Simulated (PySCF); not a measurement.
# C3H7BF2 (isopropyldifluoroborane): the cost of one run

Computed with PySCF 2.14.0, with density-fitted response routines of our own, on a single molecule in the gas phase. Atoms count from 0, in the outputs and in this text.

### Step 1. Starting geometry

13 atoms, charge 0, multiplicity 1; geometry from: GFN2-xTB. The atoms were then displaced at random by about 0.01 Å, so the start is not that level's minimum.

Bonds of the start (Å): C0–C1 1.54, C1–C2 1.52, C1–B3 1.58, B3–F4 1.29, B3–F5 1.35, C0–H6 1.06, C0–H7 1.09, C0–H8 1.11, C1–H9 1.09, C2–H10 1.10, C2–H11 1.09, C2–H12 1.09.

### Step 2. Optimising the geometry at PBE0-D3(BJ)/def2-SVP

Job settings and geometry (Å):

```
{"job": {"xc": "PBE0", "basis": "def2-SVP", "d3": "d3bj", "grid": 1, "shake": 0.01, "kind": "geom"}, "charge": 0, "multiplicity": 1}
C     -0.822480    -1.101330     0.358490
C     -0.030180    -0.020050    -0.408170
C      1.411080    -0.029260     0.064450
B     -0.678530     1.413470    -0.295920
F     -0.134320     2.467860     0.214340
F     -1.944030     1.643200    -0.719550
H     -0.396780    -2.062790     0.205770
H     -1.856000    -1.086000    -0.002260
H     -0.847660    -0.851960     1.439100
H     -0.038460    -0.310770    -1.453680
H      1.476720     0.240600     1.133490
H      1.868540    -1.016590    -0.045580
H      1.997930     0.696750    -0.500790
```

On the command line:

```bash
> OMP_NUM_THREADS=1 python probes_run.py task.json out
```

The driver reads the jobs from task.json and runs them one after another.

**Question.** How long does this first job take on 1 thread of Arm Neoverse V2, shared host, and how much memory does it need?

About 47 s, with a peak of 0.51 GiB.
